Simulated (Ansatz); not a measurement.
# Sc3Al13N16 (Sc-Al-N wurtzite alloy): the cost of one run

Method: DFT LDA, scalar-relativistic, plane waves, PAW, in Ansatz 0.2.0.

## 1. The structure to begin with

The structure is monoclinic, space group Cm (No. 8). The conventional cell has a = 11.102 Å, b = 6.410 Å, c = 10.024 Å, α = 90.00°, β = 90.00°, γ = 90.00°. Al (site symmetry m) has 4 N at 1.92 to 1.94 Å as nearest neighbours. Sc (site symmetry m) has 4 N at 1.92 to 1.94 Å as nearest neighbours. Al (site symmetry 1) has 4 N at 1.92 to 1.94 Å as nearest neighbours. Only part of the 24 independent sites is listed.

As a file:

```xyz
32
Lattice="6.4096 0.0000 0.0000 -3.2048 5.5509 0.0000 0.0000 0.0000 10.0240" Properties=species:S:1:pos:R:3 pbc="T T T"
Al    0.0000    1.8503    0.0000
Sc    0.0000    1.8503    5.0120
Al   -1.6024    4.6257    0.0000
Al   -1.6024    4.6257    5.0120
Al    3.2048    1.8503    0.0000
Al    3.2048    1.8503    5.0120
Al    1.6024    4.6257    0.0000
Sc    1.6024    4.6257    5.0120
Al    1.6024    0.9251    2.5060
Sc    1.6024    0.9251    7.5180
Al    0.0000    3.7006    2.5060
Al    0.0000    3.7006    7.5180
Al    4.8072    0.9251    2.5060
Al    4.8072    0.9251    7.5180
Al    3.2048    3.7006    2.5060
Al    3.2048    3.7006    7.5180
N     0.0000    1.8503    1.9196
N     0.0000    1.8503    6.9316
N    -1.6024    4.6257    1.9196
N    -1.6024    4.6257    6.9316
N     3.2048    1.8503    1.9196
N     3.2048    1.8503    6.9316
N     1.6024    4.6257    1.9196
N     1.6024    4.6257    6.9316
N     1.6024    0.9251    4.4256
N     1.6024    0.9251    9.4376
N     0.0000    3.7006    4.4256
N     0.0000    3.7006    9.4376
N     4.8072    0.9251    4.4256
N     4.8072    0.9251    9.4376
N     3.2048    3.7006    4.4256
N     3.2048    3.7006    9.4376
```

## 2. Relaxing cell and atoms: Sc3Al13N16 (Sc-Al-N wurtzite alloy), no spin

Input file input.yaml:

```yaml
crystal:
  lattice:
    - [6.409625, 0.0, 0.0]
    - [-3.2048125, 5.5508980787, 0.0]
    - [0.0, 0.0, 10.024]
  atoms:
    - { symbol: Al, position: [0.1666666667, 0.3333333333, 0.0] }
    - { symbol: Sc, position: [0.1666666667, 0.3333333333, 0.5] }
    - { symbol: Al, position: [0.1666666667, 0.8333333333, 0.0] }
    - { symbol: Al, position: [0.1666666667, 0.8333333333, 0.5] }
    - { symbol: Al, position: [0.6666666667, 0.3333333333, 0.0] }
    - { symbol: Al, position: [0.6666666667, 0.3333333333, 0.5] }
    - { symbol: Al, position: [0.6666666667, 0.8333333333, 0.0] }
    - { symbol: Sc, position: [0.6666666667, 0.8333333333, 0.5] }
    - { symbol: Al, position: [0.3333333333, 0.1666666667, 0.25] }
    - { symbol: Sc, position: [0.3333333333, 0.1666666667, 0.75] }
    - { symbol: Al, position: [0.3333333333, 0.6666666667, 0.25] }
    - { symbol: Al, position: [0.3333333333, 0.6666666667, 0.75] }
    - { symbol: Al, position: [0.8333333333, 0.1666666667, 0.25] }
    - { symbol: Al, position: [0.8333333333, 0.1666666667, 0.75] }
    - { symbol: Al, position: [0.8333333333, 0.6666666667, 0.25] }
    - { symbol: Al, position: [0.8333333333, 0.6666666667, 0.75] }
    - { symbol: "N", position: [0.1666666667, 0.3333333333, 0.1915] }
    - { symbol: "N", position: [0.1666666667, 0.3333333333, 0.6915] }
    - { symbol: "N", position: [0.1666666667, 0.8333333333, 0.1915] }
    - { symbol: "N", position: [0.1666666667, 0.8333333333, 0.6915] }
    - { symbol: "N", position: [0.6666666667, 0.3333333333, 0.1915] }
    - { symbol: "N", position: [0.6666666667, 0.3333333333, 0.6915] }
    - { symbol: "N", position: [0.6666666667, 0.8333333333, 0.1915] }
    - { symbol: "N", position: [0.6666666667, 0.8333333333, 0.6915] }
    - { symbol: "N", position: [0.3333333333, 0.1666666667, 0.4415] }
    - { symbol: "N", position: [0.3333333333, 0.1666666667, 0.9415] }
    - { symbol: "N", position: [0.3333333333, 0.6666666667, 0.4415] }
    - { symbol: "N", position: [0.3333333333, 0.6666666667, 0.9415] }
    - { symbol: "N", position: [0.8333333333, 0.1666666667, 0.4415] }
    - { symbol: "N", position: [0.8333333333, 0.1666666667, 0.9415] }
    - { symbol: "N", position: [0.8333333333, 0.6666666667, 0.4415] }
    - { symbol: "N", position: [0.8333333333, 0.6666666667, 0.9415] }
scf:
  occupations: { method: fixed }
output:
  forces: true
  stress: true
  eigenvalues: true
  write_density: true
  write_potential: true
  elf: true
  volumetric_format: npy
hamiltonian:
  xc: lda
basis:
  ecutwfc: 560
kpoints:
  mp_grid: { grid: [3, 3, 2] }
relax:
  f_tol: 0.005
  max_steps: 80
  cell: { stress_tol: 0.1 }
```

On the command line:

```sh
$ ansatz run input.yaml --threads 8 --pin off --max-ram 24576MiB --backend cpu --events-out ev --progress --plain --runs-dir out
```

Q: Estimate wall time and peak memory on 8 threads of Intel Xeon 6975P-C (Granite Rapids), shared host.

About 29 s, with a peak of 2.2 GiB.
